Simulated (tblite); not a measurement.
# C5H8BrNSi: the cost of one run

Computed with tblite 0.8.0 and PySCF 2.14.0, with density-fitted response routines of our own, on a single molecule in the gas phase. Atoms count from 0, in the outputs and in this text.

### Step 1. The starting structure

16 atoms, charge 0, multiplicity 1; geometry from: force field or distance geometry start.

Bonds of the start (Å): N0–C1 1.15, C1–C2 1.47, C2–Si3 1.86, Si3–Br4 2.24, Si3–C5 1.88, C5–C6 1.51, C6–C7 1.50, C7–C5 1.49, C2–H8 1.09, C2–H9 1.08, Si3–H10 1.48, C5–H11 1.09, C6–H12 1.07, C6–H13 1.08, C7–H14 1.09, C7–H15 1.10.

### Step 2. Relaxing the molecule with GFN2-xTB

What the job is given:

```
{"job": {"kind": "relax", "xc": "GFN2-xTB", "basis": "xTB"}, "charge": 0, "multiplicity": 1}
N      2.681500     1.896900    -0.719800
C      2.439800     0.845300    -0.313500
C      2.174200    -0.499800     0.227300
Si     0.447500    -1.046600    -0.210300
Br     0.175300    -3.123600     0.576700
C     -0.892800     0.009100     0.584100
C     -1.330000     1.270500    -0.117400
C     -2.240300     0.079900    -0.055600
H      2.302300    -0.496900     1.312700
H      2.892100    -1.205700    -0.176300
H      0.259000    -1.102500    -1.676400
H     -0.853000     0.023900     1.671500
H     -0.920200     1.540200    -1.069200
H     -1.581700     2.127300     0.494700
H     -2.443200    -0.444500    -0.986000
H     -3.118100     0.135400     0.600600
```

The run is started by

```sh
OMP_NUM_THREADS=1 python probes_run.py task.json out
```

The driver reads the jobs from task.json and runs them one after another.

Q: Estimate the wall time and peak memory of this first job on 1 thread of Arm Neoverse N1, shared host.

About 2.2 s, with a peak of 0.18 GiB.
